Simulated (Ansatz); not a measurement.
What does this script print? It uses the Ansatz DFT code, driven from Python.

`scclo.py`
```python
"""Density of ScClO less that of its sublattices."""

import warnings

import ansatz as az
import numpy as np

vectors0 = np.array([
    [3.57137, 0.0, 0.0],
    [0.0, 3.57137, 0.0],
    [0.0, 0.0, 7.95613],
])
sites = [
    ("Sc", (0.0, 0.5, 0.13456)),
    ("Sc", (0.5, 0.0, 0.86544)),
    ("Cl", (0.0, 0.5, 0.67664)),
    ("Cl", (0.5, 0.0, 0.32336)),
    ("O", (0.5, 0.5, 0.0)),
    ("O", (0.0, 0.0, 0.0)),
]


def make_crystal(cell):
    crystal = az.Crystal(lattice=az.Lattice.of(cell))
    for symbol, position in sites:
        crystal = crystal.atom(symbol, position)
    return crystal


def main() -> None:
    warnings.simplefilter("ignore", az.DeckWarning)

    # same cell, cutoff and mesh for the crystal and its parts
    def solve(crystal):
        return (
            crystal.calculation()
            .occupations("gaussian", width=0.15)
            .functional("PBEsol")
            .basis(460, grid_basis="typed")
            .kpoints(6, 6, 4)
            .density()
            .run(threads=1)
        )


    whole = solve(make_crystal(vectors0))
    difference = whole.density().channels[0].density_e_per_ang3.copy()
    binding = whole.report["free_energy_ev"]
    for element in ["Sc", "Cl", "O"]:
        part = az.Crystal(lattice=az.Lattice.of(vectors0))
        for symbol, position in sites:
            if symbol == element:
                part = part.atom(symbol, position)
        alone = solve(part)
        difference -= alone.density().channels[0].density_e_per_ang3
        binding -= alone.report["free_energy_ev"]
        print(f"{element} sublattice: {alone.report['n_electrons']:g} electrons, {alone.report['n_iterations']} iterations")

    voxel = abs(np.linalg.det(vectors0)) / difference.size
    print(f"energy of the crystal less its unpolarised sublattices: {binding / len(sites):.4f} eV/atom")
    print(f"net charge of the difference {difference.sum() * voxel:.5f} e, charge rearranged {0.5 * np.abs(difference).sum() * voxel:.3f} e")
    print(f"extremes {difference.min():.4f} and {difference.max():.4f} e/A^3")
    for (symbol, position) in sites:
        index = tuple(int(round(p * n)) % n for p, n in zip(position, difference.shape))
        print(f"  change of the pseudo-density at the grid point nearest {symbol}: {difference[index]:+.4f} e/A^3")


if __name__ == "__main__":
    main()
```

```console
$ python scclo.py
Sc sublattice: 22 electrons, 8 iterations
Cl sublattice: 14 electrons, 8 iterations
O sublattice: 12 electrons, 7 iterations
energy of the crystal less its unpolarised sublattices: -4.8940 eV/atom
net charge of the difference 0.00000 e, charge rearranged 1.338 e
extremes -0.4357 and 0.4440 e/A^3
  change of the pseudo-density at the grid point nearest Sc: -0.1178 e/A^3
  change of the pseudo-density at the grid point nearest Sc: -0.1178 e/A^3
  change of the pseudo-density at the grid point nearest Cl: -0.0376 e/A^3
  change of the pseudo-density at the grid point nearest Cl: -0.0376 e/A^3
  change of the pseudo-density at the grid point nearest O: +0.1128 e/A^3
  change of the pseudo-density at the grid point nearest O: +0.0074 e/A^3
```

Notes:
- The run is spin-unpolarised.
- Densities and potentials on the grid are those of the valence electrons, and inside the cores they hang on the potentials used.
- The structure comes from a database of computed cells and needn't be a stable or known phase.
- Charge moved counts every rearrangement, bonding and polarisation too, and is no transfer between atoms; the bare sublattices are artificial references. Values near the nuclei depend on the potentials.
- Hardware and time: 12 s on 1 thread of Arm Neoverse V1, with other jobs on the host, peak memory 0.44 GiB.
